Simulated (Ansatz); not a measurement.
What does this script print? It uses Ansatz 0.2.0 through its Python package.

The script, `albrh3nsi.py`:
```python
"""Vibrations of AlBrH3NSi."""

import ansatz as az
from ase import Atoms
from ase.thermochemistry import IdealGasThermo
import numpy as np

config = {
    "basis": "def2-SVP",
    "xc": "b3lyp",
}


def main() -> None:
    atoms = Atoms(["Br", "Al", "N", "Si", "H", "H", "H"], positions=[
        (-1.5647, -2.8808, 1.5637),
        (-0.3076, -1.187, 0.4599),
        (0.1303, -0.2218, -1.1431),
        (0.1813, 1.0836, 0.118),
        (1.1713, -0.4424, -1.3298),
        (-1.0297, 1.9879, -0.1278),
        (1.4803, 1.5926, 0.4134),
    ])
    molecule = az.Crystal.molecule_from_ase(atoms)

    calc = molecule.calculation().basis(gaussian=config["basis"]).functional(config["xc"])
    symbols = [site.symbol for site in molecule.cartesian_sites]
    start = np.array([site.position_ang for site in molecule.cartesian_sites], dtype=float)
    report = calc.relax(force_tolerance=0.003).run(threads=1).report
    end = np.array(report["positions_ang"])

    print("final positions (A) and the move of each atom")
    for symbol, xyz, old in zip(symbols, end, start):
        print(f"{symbol:2s} {xyz[0]:10.5f} {xyz[1]:10.5f} {xyz[2]:10.5f}   {np.linalg.norm(xyz - old):7.4f}")

    # same settings at the minimum
    minimum = az.Crystal.molecule()
    for symbol, xyz in zip(symbols, end):
        minimum = minimum.atom(symbol, xyz.tolist())
    vibrating = (
        minimum.calculation()
        .basis(gaussian=config["basis"])
        .functional(config["xc"])
        .phonons(temperatures=(200, 600, 100))
    )
    vib = vibrating.run(threads=1).report["vibrations"]
    sums = vib["harmonic_sums"]
    modes = [m["omega_inv_cm"] for m in sums["modes_at_gamma"] if m["rigid_motion"] == "no"]
    for number, w in enumerate(modes, start=1):
        print(f"mode {number:2d} {w:9.1f} 1/cm {w / 8065.544 * 1000:8.2f} meV")
    print("imaginary modes:", sum(w < 0 for w in modes), " zero-point energy:", round(sums["zero_point_energy_ev"], 4), "eV")
    # rigid rotor and ideal gas, symmetry number taken as one
    gas = IdealGasThermo(vib_energies=[w / 8065.544 for w in modes if w > 0], geometry="linear" if len(modes) == 3 * len(symbols) - 5 else "nonlinear",
                         atoms=Atoms(symbols, positions=end), symmetrynumber=1, spin=0.0)
    print(f"H(298 K) - E = {gas.get_enthalpy(298.15, verbose=False):.4f} eV")
    print(f"S(298 K, 1 bar) = {96485.33 * gas.get_entropy(298.15, 1e5, verbose=False):.1f} J/(mol K) with symmetry number 1")


if __name__ == "__main__":
    main()
```

```console
$ python albrh3nsi.py
final positions (A) and the move of each atom
Br   -1.29182   -3.06768    1.35305    0.3921
Al   -0.53957   -1.05629    0.65952    0.3328
N     0.31576   -0.41667   -0.76121    0.4671
Si    0.13245    1.10133    0.17915    0.0802
H     0.75284   -0.56290   -1.66868    0.5518
H    -0.70619    2.17463   -0.44368    0.4892
H     1.39773    1.75968    0.63616    0.2904
mode  1     111.4 1/cm    13.81 meV
mode  2     124.1 1/cm    15.39 meV
mode  3     260.8 1/cm    32.33 meV
mode  4     422.4 1/cm    52.37 meV
mode  5     507.8 1/cm    62.96 meV
mode  6     587.4 1/cm    72.83 meV
mode  7     648.6 1/cm    80.42 meV
mode  8     679.1 1/cm    84.20 meV
mode  9     730.2 1/cm    90.54 meV
mode 10     883.1 1/cm   109.49 meV
mode 11     954.4 1/cm   118.34 meV
mode 12    1020.1 1/cm   126.47 meV
mode 13    2178.1 1/cm   270.05 meV
mode 14    2178.7 1/cm   270.12 meV
mode 15    3560.7 1/cm   441.47 meV
imaginary modes: 0  zero-point energy: 0.9204 eV
H(298 K) - E = 1.1059 eV
S(298 K, 1 bar) = 333.9 J/(mol K) with symmetry number 1
```

Notes:
- The frequencies are harmonic and unscaled, in a modest basis. The result belongs to the one conformer reached from this start, and soft torsions count as harmonic oscillators.
- b3lyp holds the VWN-RPA fit, as in Gaussian; the form of ORCA and Turbomole is b3lyp5.
- The entropy takes a symmetry number of 1; a symmetric molecule's is lower by R ln(sigma).
- Hardware and time: 2.6 min on 1 thread of Intel(R) Xeon(R) Platinum 8375C CPU @ 2.90GHz (Ice Lake), on a shared host, peak memory 0.35 GiB.

(A comment or docstring line of the script was reworded after the run, the code is as it ran; lines on the test bed's own set-up are left out of the output.)
